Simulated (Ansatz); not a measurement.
# TaH5: the cost of one run

Program: Ansatz 0.2.0. Level of theory: DFT PBE, scalar-relativistic, plane waves, PAW. These are calculated values, not measurements.

## 1. The structure to begin with

Symmetry: R3m, No. 160, trigonal system. The conventional cell has a = 5.080 Å, b = 5.080 Å, c = 6.084 Å, α = 90.00°, β = 90.00°, γ = 120.00°. Around Ta (site symmetry 3m) lie 7 H at 1.85 to 1.94 Å. H (site symmetry m) is surrounded by 2 Ta at 1.85 to 1.89 Å. Around H (site symmetry 3m) lie 1 H at 0.80 Å.

Structure file:

```cif
data_structure
_symmetry_space_group_name_H-M 'P 1'
_symmetry_Int_Tables_number 1
_cell_length_a 3.5658
_cell_length_b 3.5658
_cell_length_c 3.5658
_cell_angle_alpha 90.847
_cell_angle_beta 90.847
_cell_angle_gamma 90.847
_cell_volume 45.32
loop_
_atom_site_label
_atom_site_type_symbol
_atom_site_fract_x
_atom_site_fract_y
_atom_site_fract_z
_atom_site_occupancy
Ta1 Ta 0.68890 0.68890 0.68890 1
H1 H 0.57876 0.17989 0.57876 1
H2 H 0.57876 0.57876 0.17989 1
H3 H 0.17989 0.57876 0.57876 1
H4 H 0.13949 0.13949 0.13949 1
H5 H 0.00845 0.00845 0.00845 1
```

It is the end of an earlier relaxation with the same method, from a generated guess; it is a trial structure. At a tolerance of 0.05 Å it has space group R3m (No. 160); it has 7.55 Å³/atom, an uncorrected energy of +0.43 eV/atom over the elements.

## 2. Electronic structure at the relaxed geometry

input.yaml

```yaml
crystal:
  lattice:
    - [2.5399682895, 1.4664513757, 2.0280779017]
    - [-2.5399682895, 1.4664513757, 2.0280779017]
    - [0.0, -2.9329027514, 2.0280779017]
  atoms:
    - { symbol: Ta, position: [0.6889037898, 0.6889037898, 0.6889037898] }
    - { symbol: H, position: [0.5787565137, 0.1798908253, 0.5787565137] }
    - { symbol: H, position: [0.5787565137, 0.5787565137, 0.1798908253] }
    - { symbol: H, position: [0.1798908253, 0.5787565137, 0.5787565137] }
    - { symbol: H, position: [0.1394891196, 0.1394891196, 0.1394891196] }
    - { symbol: H, position: [0.008454728, 0.008454728, 0.008454728] }
basis:
  ecutwfc: 420
kpoints:
  mp_grid: { grid: [12, 12, 12] }
  band_path:
    path:
      - [[0.0, 0.0, 0.0], [0.5, 0.0, 0.0], [0.5, -0.5, 0.5], [0.48544051, -0.51455949, 0.48544051]]
      - [[0.48544051, 0.48544051, 0.48544051], [0.0, 0.0, 0.0], [0.5, -0.5, 0.0]]
    npoints: 14
hamiltonian:
  xc: pbe
scf:
  occupations: { method: gaussian, width: 0.1 }
  n_extra_bands: 15
output:
  forces: true
  stress: true
  eigenvalues: true
  populations: true
  dos: { projected: true, de: 0.02, nscf_kmesh: { grid: [15, 15, 15] } }
  bader: true
  write_density: true
  write_potential: true
  elf: true
  volumetric_format: npy
```

On the command line:

```
> ansatz run input.yaml --threads 1 --pin off --max-ram 2560MiB --backend cpu --events-out ev --progress --plain --runs-dir out
```

What time and memory should one allow on 1 thread of Arm Neoverse V2, shared host?

About 90 s, with a peak of 0.47 GiB.
